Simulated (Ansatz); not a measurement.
# BiP (P1) in Ansatz: convergence with k mesh

Aim: find how far k mesh must go before the results for BiP settle, at LDA. This setting moves, with any that are tied to it; all else stays.

All numbers are computed with Ansatz 0.2.0; they aren't measurements. Logs are shortened: lines on timing, memory, paths and dates and some standing lists are left out, and cuts for length are marked.

### Step 1. The cell of the first run

The typed cell holds 2 atoms: a = 3.843 Å, b = 3.843 Å, c = 4.452 Å, α = 90.00°, β = 90.00°, γ = 120.00°.

The cell was built by a generator and needn't be a form met in nature.

The cell isn't the ideal one: atoms moved at random, drawn with an rms of 0.05 Å.

### Step 2. With k mesh 3 × 3 × 2

Contents of input.yaml:

```yaml
crystal:
  lattice:
    - [3.84300374, 0.0, 0.0]
    - [-1.92150187, 3.32813886, 0.0]
    - [0.0, 0.0, 4.45186183]
  atoms:
    - { symbol: Bi, position: [0.006747, 0.01372, 0.503014] }
    - { symbol: P, position: [0.004327, 0.017493, 0.003821] }
hamiltonian:
  xc: lda
  pseudopotentials: { kind: nc }
kpoints:
  mp_grid: { grid: [3, 3, 2] }
scf:
  occupations: { method: methfessel_paxton, width: 0.05 }
output:
  forces: true
  stress: true
  eigenvalues: true
```

Potentials or basis: PseudoDojo standard (LDA files).

Launch:

```bash
$ ansatz run input.yaml --threads 2 --pin off --max-ram 5632MiB --backend cpu --events-out ev --progress --plain --runs-dir out
```

The log of the run:

```text
Warning: RAYON_NUM_THREADS=2 ignored (pool sized by the plan → 2); use --threads N
Engine: ansatz 0.2.0, aarch64-unknown-linux-gnu
Pseudopotentials: kind: nc
Pseudopotential: Bi, nc, valence charge 15, recommended cutoff 952.398519 eV (normal), Bi.nc.azcp (PseudoDojo's, or run here from an input of PseudoDojo's: the run reads no file of this project's for it)
Pseudopotential: P, nc, valence charge 5, recommended cutoff 653.07327 eV (normal), P.nc.azcp (PseudoDojo's, or run here from an input of PseudoDojo's: the run reads no file of this project's for it)
Functional definition: SPW92
  exchange = slater_x
  correlation = pw_c
Crystal: 2 atoms, lattice volume = 56.940 Å³
Basis set: ecut = 952.398519 eV, 3803 PW (Γ)
Bands: 14, of which v1, the nominal top of the filled ones, is band 10 counted from 1 (9 counted from 0)
Symmetry: 1 space group operations
Space group: P1 (ITA 1), of the structure as read, at distance tolerance 3.8e-5 Å
k-points: 10 of 18 (time reversal used)
Non-local potential: Bi, projectors of the file, l = 0: 2, l = 1: 2, l = 2: 2, l = 3: 2
Non-local potential: P, projectors of the file, l = 0: 2, l = 1: 2, l = 2: 2
Initial density: superposition of atomic densities (chi_scale 0.1, normalization cell, long waves kept (reshape's long-wave potential 0.00 eV rms))
Initial wavefunctions: pseudopotential atomic-orbital guess
Functional: x = slater, c = lda
SCF iter   1: F=—  HF=-2409.628319 eV  |F-HF|=—  |Δ(HF+E_count)|=         —  Δρ=3.18e-2  dr2=1.63e0  ethr=3.10e-3  ⟨swp⟩=6.4  Hψ=952  notcnv=0
preconditioner: auto → none  [metal: Δε(μ)=0.001 eV  Ē_g=10.141 eV  σ=0.050 eV  W_gap=0.02  n_scr=8 (ndim 8)  ℏωp=15.6 eV  f_vac=0.000  D(μ)=3.76/eV (n_scr^D=40)  sad-step TF]
SCF iter   2: F=—  HF=-2409.272126 eV  |F-HF|=—  |Δ(HF+E_count)|=   3.56e-1  S|Δr|=    0.00e0  Δρ=1.74e-2  dr2=5.35e-1  ethr=3.10e-3  ⟨swp⟩=3.0  Hψ=279  notcnv=0  defer=1
SCF iter   3: F=—  HF=-2409.125372 eV  |F-HF|=—  |Δ(HF+E_count)|=   1.47e-1  S|Δr|=    0.00e0  Δρ=6.09e-3  dr2=5.17e-2  ethr=2.68e-3  ⟨swp⟩=3.0  Hψ=247  notcnv=0  defer=1
SCF iter   4: F=—  HF=-2409.111258 eV  |F-HF|=—  |Δ(HF+E_count)|=   1.41e-2  S|Δr|=    0.00e0  Δρ=1.71e-3  dr2=3.67e-3  ethr=2.59e-4  ⟨swp⟩=3.0  Hψ=270  notcnv=0  defer=1
SCF iter   5: F=—  HF=-2409.110942 eV  |F-HF|=—  |Δ(HF+E_count)|=   3.16e-4  S|Δr|=    0.00e0  Δρ=2.19e-3  dr2=7.80e-3  ethr=1.84e-5  ⟨swp⟩=2.0  Hψ=166  notcnv=0  defer=1
SCF iter   6: F=—  HF=-2409.110956 eV  |F-HF|=—  |Δ(HF+E_count)|=   1.36e-5  S|Δr|=    0.00e0  Δρ=1.31e-3  dr2=2.73e-3  ethr=1.84e-5  ⟨swp⟩=2.0  Hψ=156  notcnv=0  defer=1
SCF iter   7: F=—  HF=-2409.110617 eV  |F-HF|=—  |Δ(HF+E_count)|=   3.39e-4  S|Δr|=    0.00e0  Δρ=9.71e-4  dr2=1.52e-3  ethr=1.37e-5  ⟨swp⟩=1.0  Hψ=139  notcnv=0  defer=1
SCF iter   8: F=—  HF=-2409.110413 eV  |F-HF|=—  |Δ(HF+E_count)|=   2.04e-4  S|Δr|=    0.00e0  Δρ=3.62e-4  dr2=2.09e-4  ethr=7.60e-6  ⟨swp⟩=1.0  Hψ=139  notcnv=0  defer=1
SCF iter   9: F=—  HF=-2409.110393 eV  |F-HF|=—  |Δ(HF+E_count)|=   1.98e-5  S|Δr|=    0.00e0  Δρ=1.38e-5  dr2=2.61e-7  ethr=1.05e-6  ⟨swp⟩=1.0  Hψ=139  notcnv=0  defer=1
SCF iter  10: F=—  HF=-2409.110436 eV  |F-HF|=—  |Δ(HF+E_count)|=   4.34e-5  S|Δr|=    0.00e0  Δρ=1.64e-5  dr2=4.23e-7  ethr=5.00e-10  ⟨swp⟩=10.0  Hψ=948  notcnv=0
SCF iter  11: F=—  HF=-2409.110437 eV  |F-HF|=—  |Δ(HF+E_count)|=   7.94e-8  S|Δr|=    0.00e0  Δρ=2.87e-5  dr2=1.31e-6  ethr=1.30e-9  ⟨swp⟩=1.0  Hψ=139  notcnv=0  recentre
SCF iter  12: F=-2409.110436 eV  HF=-2409.110436 eV  |F-HF|=2.46e-8  |Δ(HF+E_count)|=   1.21e-7  S|Δr|=    0.00e0  Δρ=4.32e-6  dr2=2.97e-8  ethr=5.00e-10  ⟨swp⟩=3.9  Hψ=542  notcnv=0
SCF 1 converged in 12 iterations: F = -2409.110436 eV  dr2 = 2.97e-8
SCF converged after 12 iterations
Stability not checked: this state was not tested for a lower state beside it, because cold or Methfessel-Paxton smearing, or corrected tetrahedra, fill the levels in a way that the test cannot read (fill_not_monotonic; see scf.lower_state_search)
Free energy (F): -2409.110436 eV
Harris-Foulkes:  -2409.110436 eV  (|F-HF|=2.46e-8)
Internal energy: -2409.108247 eV  (E = F + TS)
E sigma→0 (E₀):  -2409.109889 eV
Entropy (-TS):   -0.002190 eV (-1.095 meV/atom)
Fermi energy:    8.307864 eV
--- Per-component energies (eV) ---
  E_band       = -138.844114
  E_kinetic    = 1133.118519
  E_local      = -1646.463461  (includes V_loc(G=0)·N_el)
  E_nonlocal   = -382.110733
  E_hartree    = 579.432706
  E_xc         = -632.362643
  E_vxc        = -402.256048  (∫ρ·V_xc dr)
  E_ewald      = -1460.722634
  E_smearing   = -0.002190  (= −TS)
  E_closure    = -0.000000  (closes the sum)
  Σ components = -2409.110436   (vs F -2409.110436, Δ=0.00e0)
--- Forces (eV/Å), atoms counted from 1 ---
  atom   1  Bi     0.07716573    -0.05854956     0.08988511
  atom   2  P     -0.07716701     0.05855022    -0.08987670
  max |Σ_I F_I| component: 8.41e-6 eV/Å
--- Stress (GPa, compression-positive) ---
       -1.148469      -0.043721       0.001820
       -0.043721      -1.172709      -0.001381
        0.001820      -0.001381      45.343936
  P = ⅓ Tr σ = 14.3409 GPa (143.409 kbar)
--- Band table (eV; the first three rows and the last of 10) ---
  k-point 0: bands = ["-16.2500", "-15.6583", "-15.6578", "-15.5038", "-15.5037", "-6.5524", "1.3522", "2.0132", "6.5988", "6.6002", "11.3211", "13.0831", "13.0871", "15.2097"]
  k-point 1: bands = ["-16.1688", "-15.6634", "-15.6629", "-15.5034", "-15.5033", "-5.2873", "-3.9021", "8.3442", "8.3450", "9.3980", "9.4017", "10.7007", "11.8329", "12.6175"]
  k-point 2: bands = ["-16.2358", "-15.6746", "-15.6621", "-15.5058", "-15.4643", "-5.9341", "1.7186", "2.6618", "3.4555", "5.8798", "9.6046", "11.8832", "12.0976", "13.3560"]
  k-point 9: bands = ["-16.1547", "-15.6807", "-15.6679", "-15.5052", "-15.4641", "-4.6131", "-3.4671", "5.2024", "5.7909", "7.7873", "8.3310", "11.6761", "12.7277", "13.3917"]
```

Wall time 1.3 s (2 threads of Arm Neoverse V2, shared host); peak memory 0.27 GiB.

What came out:

```
Free energy            : -2409.1104 eV
Pressure               : 14.3 GPa
Largest force          : 0.132 eV/Å
Band gap on the k mesh : none (metal or under the smearing width)
```

### Step 3. With k mesh 3 × 3 × 3

input.yaml, as its differences from that of step 2:

```diff
@@ -12,3 +12,3 @@
 kpoints:
-  mp_grid: { grid: [3, 3, 2] }
+  mp_grid: { grid: [3, 3, 3] }
 scf:
```

Potentials or basis: PseudoDojo standard (LDA files).

Launch:

```bash
$ ansatz run input.yaml --threads 2 --pin off --max-ram 5632MiB --backend cpu --events-out ev --progress --plain --runs-dir out
```

Run time: 1.4 s. Hardware: 2 threads of Arm Neoverse V2, shared host; peak memory 0.28 GiB.

Results:

| Item | Value |
| --- | --- |
| Free energy | -2408.0056 eV |
| Pressure | 10.2 GPa |
| Largest force | 0.248 eV/Å |
| Band gap on the k mesh | none (metal or under the smearing width) |

### Step 4. With k mesh 4 × 4 × 3

input.yaml, as its differences from that of step 3:

```diff
@@ -12,3 +12,3 @@
 kpoints:
-  mp_grid: { grid: [3, 3, 3] }
+  mp_grid: { grid: [4, 4, 3] }
 scf:
```

Launch:

```bash
$ ansatz run input.yaml --threads 2 --pin off --max-ram 5632MiB --backend cpu --events-out ev --progress --plain --runs-dir out
```

Wall time 2.5 s (2 threads of Arm Neoverse V2, shared host); peak memory 0.29 GiB.

What came out:

| Item | Value |
| --- | --- |
| Free energy | -2407.9636 eV |
| Pressure | 12.9 GPa |
| Largest force | 0.195 eV/Å |
| Band gap on the k mesh | 0.17 eV, indirect (least direct gap 1.08 eV) |

### Step 5. With k mesh 5 × 5 × 4

input.yaml, as its differences from that of step 4:

```diff
@@ -12,3 +12,3 @@
 kpoints:
-  mp_grid: { grid: [4, 4, 3] }
+  mp_grid: { grid: [5, 5, 4] }
 scf:
```

Launch:

```bash
$ ansatz run input.yaml --threads 2 --pin off --max-ram 5632MiB --backend cpu --events-out ev --progress --plain --runs-dir out
```

It took 7 s on 2 threads of Arm Neoverse V2, shared host; peak memory 0.34 GiB.

Results:

```
Free energy            : -2408.0198 eV
Pressure               : 20.9 GPa
Largest force          : 0.140 eV/Å
Band gap on the k mesh : none (metal or under the smearing width)
```

### Step 6. With k mesh 6 × 6 × 5

input.yaml, as its differences from that of step 5:

```diff
@@ -12,3 +12,3 @@
 kpoints:
-  mp_grid: { grid: [5, 5, 4] }
+  mp_grid: { grid: [6, 6, 5] }
 scf:
```

Potentials or basis: PseudoDojo standard (LDA files).

Launch:

```bash
$ ansatz run input.yaml --threads 2 --pin off --max-ram 5632MiB --backend cpu --events-out ev --progress --plain --runs-dir out
```

It took 8.7 s on 2 threads of Arm Neoverse V2, shared host; peak memory 0.39 GiB.

It converged, with:

```
Free energy            : -2408.3456 eV
Pressure               : 18.4 GPa
Largest force          : 0.151 eV/Å
Band gap on the k mesh : none (metal or under the smearing width)
```

### Step 7. With k mesh 7 × 7 × 6

input.yaml, as its differences from that of step 6:

```diff
@@ -12,3 +12,3 @@
 kpoints:
-  mp_grid: { grid: [6, 6, 5] }
+  mp_grid: { grid: [7, 7, 6] }
 scf:
```

Launch:

```bash
$ ansatz run input.yaml --threads 2 --pin off --max-ram 5632MiB --backend cpu --events-out ev --progress --plain --runs-dir out
```

It took 14 s on 2 threads of Arm Neoverse V2, shared host; peak memory 0.47 GiB.

Results (log left out):

* Free energy: -2408.2880 eV
* Pressure: 15.5 GPa
* Largest force: 0.183 eV/Å
* Band gap on the k mesh: none (metal or under the smearing width)

### Step 8. With k mesh 9 × 9 × 7

input.yaml, as its differences from that of step 7:

```diff
@@ -12,3 +12,3 @@
 kpoints:
-  mp_grid: { grid: [7, 7, 6] }
+  mp_grid: { grid: [9, 9, 7] }
 scf:
```

Launch:

```bash
$ ansatz run input.yaml --threads 2 --pin off --max-ram 5632MiB --backend cpu --events-out ev --progress --plain --runs-dir out
```

Wall time 34 s (2 threads of Arm Neoverse V2, shared host); peak memory 0.7 GiB.

Results (log left out):

```
Free energy            : -2408.2235 eV
Pressure               : 15.9 GPa
Largest force          : 0.167 eV/Å
Band gap on the k mesh : none (metal or under the smearing width)
```

### Step 9. With k mesh 11 × 11 × 8

input.yaml, as its differences from that of step 8:

```diff
@@ -12,3 +12,3 @@
 kpoints:
-  mp_grid: { grid: [9, 9, 7] }
+  mp_grid: { grid: [11, 11, 8] }
 scf:
```

Potentials or basis: PseudoDojo standard (LDA files).

Launch:

```bash
$ ansatz run input.yaml --threads 2 --pin off --max-ram 5632MiB --backend cpu --events-out ev --progress --plain --runs-dir out
```

It took 61 s on 2 threads of Arm Neoverse V2, shared host; peak memory 1 GiB.

The run converged. Its results:

```
Free energy            : -2408.2679 eV
Pressure               : 18.5 GPa
Largest force          : 0.150 eV/Å
Band gap on the k mesh : none (metal or under the smearing width)
```

### Step 10. With k mesh 13 × 13 × 10

input.yaml, as its differences from that of step 9:

```diff
@@ -12,3 +12,3 @@
 kpoints:
-  mp_grid: { grid: [11, 11, 8] }
+  mp_grid: { grid: [13, 13, 10] }
 scf:
```

Launch:

```bash
$ ansatz run input.yaml --threads 2 --pin off --max-ram 5632MiB --backend cpu --events-out ev --progress --plain --runs-dir out
```

It took 1.8 min on 2 threads of Arm Neoverse V2, shared host; peak memory 1.6 GiB.

Results (log left out):

* Free energy: -2408.2636 eV
* Pressure: 16.8 GPa
* Largest force: 0.158 eV/Å
* Band gap on the k mesh: none (metal or under the smearing width)

### Step 11. Result

```tsv
k mesh	energy less the tightest run, at zero smearing (meV/atom)	pressure (GPa)	largest force (eV/Å)	gap on the mesh (eV)	SCF cycles	CPU time (s)	peak memory (GiB)
3 × 3 × 2	-423.17	14.34	0.132	0.000	12	2.6	0.27
3 × 3 × 3	129.23	10.16	0.248	0.000	8	2.7	0.28
4 × 4 × 3	149.89	12.95	0.195	0.171	8	4.9	0.29
5 × 5 × 4	121.97	20.88	0.140	0.000	8	14	0.34
6 × 6 × 5	-40.87	18.40	0.151	0.000	8	17	0.39
7 × 7 × 6	-12.27	15.55	0.183	0.000	7	27	0.47
9 × 9 × 7	20.14	15.88	0.167	0.000	8	68	0.7
11 × 11 × 8	-2.15	18.51	0.150	0.000	8	120	1
13 × 13 × 10	0.00	16.76	0.158	0.000	8	220	1.6
```

Against the tightest run, the gap on the mesh stays within 0.01 eV from 5 × 5 × 4 on. Not settled before the last step: the energy (to 1 meV/atom), the pressure (to 0.1 GPa), the largest force (to 0.005 eV/Å). Meshes of other sizes hit other points, so gaps and Fermi surfaces needn't settle smoothly. The tightest run that finished is the yardstick and may itself not be fully converged.

Caveats: spin-orbit coupling is left out, which moves the levels of the heavy elements.
